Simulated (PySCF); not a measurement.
# CdIn: from the state search to spectroscopic constants

One table from this session's results is given with a row withheld; the runs are named, their logs left out.

Computed with PySCF 2.14.0. Level: Cd def2-SVP with ECP28, In def2-SVP with ECP28, scalar-relativistic core potentials.

1 further run of the same task is left out (it didn't finish).

The first run:

Settings of the job:

- atoms: Cd, In
- charge: 0
- basis: Cd def2-SVP with ECP28, In def2-SVP with ECP28
- Hamiltonian: scalar-relativistic core potentials
- basis functions: 57
- electrons treated: 41
- masses in u: 113.9034, 114.9039
- levels: PBE0, PBE, r²SCAN, B2PLYP, BLYP, B3LYP, CAM-B3LYP, HF, MP2, SCS-MP2
- grid: 80 radial by 434 angular points
- occupations: held fixed by the projection of orbital angular momentum
- dissociation limit: Cd + In, each in its ground configuration
- starting distance in angstrom: 2.790
- values of 2S to try: 1, 3

Command:

```console
$ OMP_NUM_THREADS=1 python dia.py task.json out
```

Steps of the session up to this table: Input; First curve: PBE0; Other states along the same grid; PBE (GGA); r²SCAN; B2PLYP (double hybrid); BLYP (GGA); B3LYP (global hybrid GGA); CAM-B3LYP (range-separated hybrid); ROHF (mean field).

One table of the session follows, with a row left open; its other results are not shown here.

Energy (eV) from each level's lowest point:

```
R (Å)   ROHF  ROHF-MP2  ROHF-SCS-MP2    PBE   BLYP
2.643  0.615     0.216         0.276  0.214  0.286
2.766  0.398     0.085         0.128  0.081  0.131
2.889      ?         ?             ?      ?      ?
2.981  0.185     0.004         0.018  0.001  0.016
3.073  0.132     0.000         0.004  0.000  0.002
3.165  0.094     0.006         0.000  0.010  0.000
3.288  0.058     0.022         0.004  0.035  0.009
3.442  0.031     0.048         0.017  0.074  0.032
3.626  0.012     0.079         0.036  0.122  0.063
3.872  0.000     0.114         0.059  0.181  0.103
```

Q: Estimate the row for R (Å) = 2.889 from the others.

Worked estimate for «ROHF». A straight line through the neighbours (2.766, 0.398) and (2.981, 0.185) gives 0.398 + (0.185 − 0.398) × (2.889 − 2.766) / (2.981 − 2.766) = 0.276; a parabola fitted to 4 rows on both sides gives 0.253.

The run gave: ROHF: 0.257; ROHF-MP2: 0.023; ROHF-SCS-MP2: 0.049; PBE: 0.018; BLYP: 0.047. In «ROHF» the line misses by +0.019 and the parabola by -0.004.

To keep in mind: The bond is weak, and basis-set superposition, which was not computed, may be a sizeable part of it.
